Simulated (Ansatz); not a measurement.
# Ru2C: a trial structure relaxed

Aim: relax Ru2C from this start, fluorite type (Fm-3m, No. 225), and see where it ends.

Program: Ansatz 0.2.0. Level of theory: DFT PBE, scalar-relativistic, plane waves, PAW. These are calculated values, not measurements.

## Step 1: Starting point

Symmetry: Fm-3m, No. 225, cubic system. The conventional cell has a = 5.081 Å, b = 5.081 Å, c = 5.081 Å, α = 90.00°, β = 90.00°, γ = 90.00°. Around Ru (site symmetry -43m) lie 4 C at 2.20 Å. C (site symmetry m-3m) has 8 Ru at 2.20 Å as nearest neighbours.

Coordinates:

```
CELL_PARAMETERS angstrom
0.00000 2.54063 2.54063
2.54063 0.00000 2.54063
2.54063 2.54063 0.00000
ATOMIC_POSITIONS crystal
Ru 0.25000 0.25000 0.25000
Ru 0.75000 0.75000 0.75000
C 0.00000 0.00000 0.00000
```

(A quick probe on a coarse mesh, which set the mesh and smearing, is not shown.)

## Step 3: A loose first relaxation

File input.yaml:

```yaml
crystal:
  lattice:
    - [0.0, 2.5406304636, 2.5406304636]
    - [2.5406304636, 0.0, 2.5406304636]
    - [2.5406304636, 2.5406304636, 0.0]
  atoms:
    - { symbol: Ru, position: [0.25, 0.25, 0.25] }
    - { symbol: Ru, position: [0.75, 0.75, 0.75] }
    - { symbol: C, position: [0.0, 0.0, 0.0] }
basis:
  ecutwfc: 420
kpoints:
  mp_grid: { grid: [6, 6, 6] }
hamiltonian:
  xc: pbe
scf:
  occupations: { method: gaussian, width: 0.1 }
  lower_state_search: "off"
output:
  forces: true
  stress: true
  eigenvalues: true
relax:
  adjacent_minimum: "off"
  f_tol: 0.04
  max_steps: 70
  cell: { stress_tol: 0.4 }
```

Launch:

```console
ansatz run input.yaml --threads 1 --pin off --max-ram 2560MiB --backend cpu --events-out ev --progress --plain --runs-dir out
```

Further runs follow: the relaxation; reference for the rattle test; random kick, then relaxation.

Q: Predict the outcome of this session.

As calculated:

Formation energies count from the elements, computed with the same settings in runs not shown here.

| quantity | value |
| --- | --- |
| cell (conventional) | a = 5.197 Å, b = 5.197 Å, c = 5.197 Å, α = 90.00°, β = 90.00°, γ = 90.00° |
| space group | Fm-3m (No. 225) |
| volume | 11.70 Å³/atom |
| gap on the mesh | none (metal) |
| formation energy from the elements | +0.822 eV/atom |

What this shows: The space group stayed Fm-3m, and from the first guess the volume went from 10.93 to 11.70 Å³/atom. The formation energy of +0.82 eV/atom is positive, so the elements lie lower than this structure; another structure of the compound can lie lower.
